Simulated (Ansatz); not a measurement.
# CHFNSi (SMILES N#C[SiH]F): UB3LYP/6-31G(d) (Cartesian functions)

Aim: the vertical electron affinity of CHFNSi at UB3LYP/6-31G* (Cartesian functions), from 2 runs. 

The calculation is run with Ansatz 0.2.0.

75 further runs of the same task are left out: 75 set aside as unsound or not needed. Runs told in other sessions of the task aren't counted.

**1. Starting point**

The species is CHFNSi (5 atoms), meant as a doublet with charge 0. As SMILES, `N#C[SiH]F`. The shape is that of a PBE0-D4/def2-TZVP optimisation.

Bond lengths: N1–C2 1.154 Å, C2–Si3 1.837 Å, Si3–F4 1.591 Å, Si3–H5 1.482 Å. Angles: N1–C2–Si3 173.9°, C2–Si3–F4 108.1°, C2–Si3–H5 109.3°, F4–Si3–H5 109.8°.

**2. The energy at UB3LYP/6-31G(d) (Cartesian functions)**

File molecule.yaml:

```yaml
crystal:
  periodic: [false, false, false]
  atoms:
    - {symbol: "N", position_ang: [1.347400, -1.164000, 1.391300]}
    - {symbol: C, position_ang: [0.713800, -0.590000, 0.616200]}
    - {symbol: Si, position_ang: [-0.146100, 0.297600, -0.743500]}
    - {symbol: F, position_ang: [-1.590300, -0.347100, -0.917700]}
    - {symbol: H, position_ang: [-0.274900, 1.730000, -0.387600]}
basis:
  gaussian:
    orbitals: "6-31G*"
magnetization:
  spin_polarized: true
  initial_magnetization: 1
hamiltonian:
  xc: {name: B3LYP}
accuracy: high
output: {orbitals: {seedname: orbitals}}
```

Started as:

```
$ ansatz run molecule.yaml --threads 1 --pin off --max-ram 2610MiB --events-out events.jsonl --progress --plain --runs-dir runs
```

Output:

```text
Warning: RAYON_NUM_THREADS=1 ignored (pool sized by the plan → 1); use --threads N
Functional definition: B3LYP
  name "B3LYP"
  parameter a0 = 0.2
  parameter ax = 0.72
  parameter ac = 0.81
  exchange = (1 - a0 - ax)*slater_x + ax*b88_x + a0*exact_x
  correlation = (1 - ac)*vwn_rpa_c + ac*lyp_c
1318 factors; integrals over basis functions are off by at most 3.6e-9 eV
mean field evaluation 1: about -13131.3350 eV, gradient 3.6e1 eV
mean field evaluation 2: about -13093.1400 eV, gradient 8.3e1 eV
mean field evaluation 4: about -13136.8763 eV, gradient 5.0e0 eV
mean field evaluation 8: about -13137.1149 eV, gradient 2.1e-1 eV
mean field evaluation 16: about -13137.1152 eV, gradient 2.9e-4 eV
mean field -13137.11517473 eV, -482.7800780148 hartree, gradient 4.4e-8 eV, S^2 0.752310; 0 other end points of the search recorded, 0 dependent functions left out
reference -13137.11520760 eV, -482.7800792227 hartree; 19, 18 occupied and 47, 48 virtual orbitals, 1318 factors
Total energy: -13137.11520760 eV, -482.7800792227 hartree
```

It took 8.1 s on 1 thread of Arm Neoverse V1, shared host; peak memory 0.24 GiB.

**3. The singlet anion, same level**

File molecule.yaml:

```yaml
basis:
  gaussian:
    orbitals: "6-31G*"
crystal:
  periodic: [false, false, false]
  atoms:
    - symbol: N
      position_ang: [1.347400, -1.164000, 1.391300]
    - symbol: C
      position_ang: [0.713800, -0.590000, 0.616200]
    - symbol: Si
      position_ang: [-0.146100, 0.297600, -0.743500]
    - symbol: F
      position_ang: [-1.590300, -0.347100, -0.917700]
    - symbol: H
      position_ang: [-0.274900, 1.730000, -0.387600]
output:
  orbitals: {seedname: orbitals}
hamiltonian:
  xc: {name: B3LYP}
accuracy: high
total_charge: -1
```

Started as:

```
$ ansatz run molecule.yaml --threads 1 --pin off --max-ram 2610MiB --events-out events.jsonl --progress --plain --runs-dir runs
```

Output:

```text
Warning: RAYON_NUM_THREADS=1 ignored (pool sized by the plan → 1); use --threads N
Functional definition: B3LYP
  name "B3LYP"
  parameter a0 = 0.2
  parameter ax = 0.72
  parameter ac = 0.81
  exchange = (1 - a0 - ax)*slater_x + ax*b88_x + a0*exact_x
  correlation = (1 - ac)*vwn_rpa_c + ac*lyp_c
1318 factors; integrals over basis functions are off by at most 3.6e-9 eV
mean field evaluation 1: about -13136.5498 eV, gradient 2.9e1 eV
mean field evaluation 2: about -13131.7125 eV, gradient 5.6e1 eV
mean field evaluation 4: about -13138.4548 eV, gradient 3.4e0 eV
mean field evaluation 8: about -13138.5437 eV, gradient 2.0e-1 eV
mean field evaluation 16: about -13138.5438 eV, gradient 3.2e-5 eV
mean field -13138.54381841 eV, -482.8325797018 hartree, gradient 4.7e-8 eV, S^2 0.000000; 0 other end points of the search recorded, 0 dependent functions left out
reference -13138.54385058 eV, -482.8325808841 hartree; 19, 19 occupied and 47, 47 virtual orbitals, 1318 factors
Total energy: -13138.54385058 eV, -482.8325808841 hartree
```

It took 4.5 s on 1 thread of Arm Neoverse V1, shared host; peak memory 0.17 GiB.

**4. Results**

At UB3LYP/6-31G* (Cartesian functions):

| quantity | value |
| --- | --- |
| doublet CHFNSi: total energy | -482.78008 Eh |
| doublet CHFNSi: HOMO energy (highest over α and β) | -6.93 eV |
| doublet CHFNSi: LUMO energy (lowest over α and β) | -3.80 eV |
| doublet CHFNSi: ⟨S²⟩ | 0.752 |
| singlet anion: total energy | -482.83258 Eh |
| singlet anion: HOMO energy | 1.01 eV |
| singlet anion: LUMO energy | 4.79 eV |
| singlet anion: HOMO–LUMO gap (to an unbound level, set by the basis) | 3.78 eV |
| vertical electron affinity (to the singlet anion) | 1.429 eV |

In words: At fixed nuclei the extra electron is bound by 1.43 eV (33 kcal/mol). The basis has no diffuse functions, so the error can be as large as this value. The HOMO (singlet anion) lies at positive energy, 1.01 eV, from the functional's self-interaction, a short basis or an electron that isn't bound; only total energies against the neutral tell.
